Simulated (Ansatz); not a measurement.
**FGeH5Si2: a ladder of functionals and wavefunction methods**

One table from this session's results is given with a row withheld; the runs are named, their logs left out.

Program: Ansatz 0.2.0, Gaussian basis. Level of theory: functionals in def2-TZVPP, the program's frozen cores in correlated methods. These are calculated values, not measurements.

Levels to be run: LDA (SPW92), PBE-D4, revPBE-D4, BLYP-D4, r2SCAN-D4, B97M-V, PBE0-D4, B3LYP-D4, r2SCANh-D4, r2SCAN0-D4, HSE06-D4, BHLYP-D4, CAM-B3LYP-D4, LC-ωPBE, ωB97X-V, ωB97M-V, B2PLYP, PBE-QIDH; CCSD(T)/def2-SVP; CCSD(T)/def2-TZVPP; MP2/def2-QZVPP; extrapolation to the limit; RPA on PBE.

## Structure used throughout

An earlier PBE0-D4 in a triple-zeta def2 set relaxation fixed the geometry.

SMILES `F[SiH]1[SiH2][GeH2]1`, 9 atoms, charge 0, spin multiplicity 1.

Atoms are counted from 1 here; the program's logs count them from 0.

Bond lengths: F1–Si2 1.601 Å, Si2–Si3 2.305 Å, Si2–Ge4 2.362 Å, Si2–H5 1.485 Å, Si3–Ge4 2.421 Å, Si3–H6 1.485 Å, Si3–H7 1.485 Å, Ge4–H8 1.533 Å, Ge4–H9 1.532 Å. Angles: F1–Si2–Si3 125.7°, F1–Si2–Ge4 127.3°, F1–Si2–H5 109.4°, Si3–Si2–Ge4 62.5°, Si3–Si2–H5 114.1°, Ge4–Si2–H5 110.8°, Si2–Si3–Ge4 59.9°, Si2–Si3–H6 115.4°, Si2–Si3–H7 124.3°, Ge4–Si3–H6 107.0°, Ge4–Si3–H7 128.2°, H6–Si3–H7 112.3°, Si2–Ge4–Si3 57.6°, Si2–Ge4–H8 118.5°, Si2–Ge4–H9 122.6°, Si3–Ge4–H8 124.7°, Si3–Ge4–H9 110.9°, H8–Ge4–H9 112.4°.

The first run:

Input file in.yaml:

```yaml
crystal:
  periodic: [false, false, false]
  atoms:
    - {symbol: F, position_ang: [-1.808284, 1.258590, -1.552510]}
    - {symbol: Si, position_ang: [-0.631250, 0.250858, -1.150399]}
    - {symbol: Si, position_ang: [1.132500, 0.733665, 0.252830]}
    - {symbol: Ge, position_ang: [-0.443326, -1.007801, 0.839496]}
    - {symbol: H, position_ang: [-0.261084, -0.570598, -2.330225]}
    - {symbol: H, position_ang: [0.906897, 1.857969, 1.196574]}
    - {symbol: H, position_ang: [2.562663, 0.590371, -0.121833]}
    - {symbol: H, position_ang: [-0.163811, -2.511337, 0.730306]}
    - {symbol: H, position_ang: [-1.205906, -0.647916, 2.118663]}
basis:
  gaussian: {orbitals: def2-TZVPP}
hamiltonian: {xc: lda}
output: {orbitals: {seedname: orbitals}}
```

Command:

```console
ansatz run in.yaml --threads 4 --pin off --events-out ev --progress --plain --max-ram 10444MiB
```

Among the steps run: LDA; PBE-D4 (GGA); revPBE-D4 (GGA); BLYP-D4 (GGA); r2SCAN-D4 (meta-GGA); B97M-V (meta-GGA); B3LYP-D4 (hybrid); r2SCANh-D4 (hybrid); r2SCAN0-D4 (hybrid); HSE06-D4 (hybrid); BHLYP-D4 (hybrid); CAM-B3LYP-D4 (range-separated); LC-ωPBE (range-separated); ωB97X-V (range-separated); ωB97M-V (range-separated); B2PLYP (double hybrid); PBE-QIDH (double hybrid).

One table of the session follows, with a row left open; its other results are not shown here.

It belongs to the step «Orbital energies across the functionals». 

```
  functional  HOMO (eV)  LUMO (eV)  gap (eV)
 LDA (SPW92)          ?          ?         ?
      PBE-D4      -5.99      -2.29      3.70
   revPBE-D4      -5.94      -2.21      3.73
     BLYP-D4      -5.83      -2.07      3.76
   r2SCAN-D4      -6.22      -2.12      4.10
      B97M-V      -6.27      -2.21      4.06
     PBE0-D4      -6.97      -1.48      5.49
    B3LYP-D4      -6.77      -1.58      5.19
  r2SCANh-D4      -6.57      -1.83      4.74
  r2SCAN0-D4      -7.11      -1.39      5.72
    HSE06-D4      -6.58      -1.85      4.73
    BHLYP-D4      -7.79      -0.45      7.34
CAM-B3LYP-D4      -8.12      -0.30      7.82
     LC-ωPBE      -9.36       0.72     10.07
     ωB97X-V      -9.06       0.63      9.70
     ωB97M-V      -8.88       0.41      9.30
```

**Question.** Estimate the row for LDA (SPW92).

As computed: HOMO (eV): -6.11; LUMO (eV): -2.47; gap (eV): 3.64. In the column «HOMO (eV)» it lies between r2SCAN-D4 (-6.22) and PBE-D4 (-5.99).
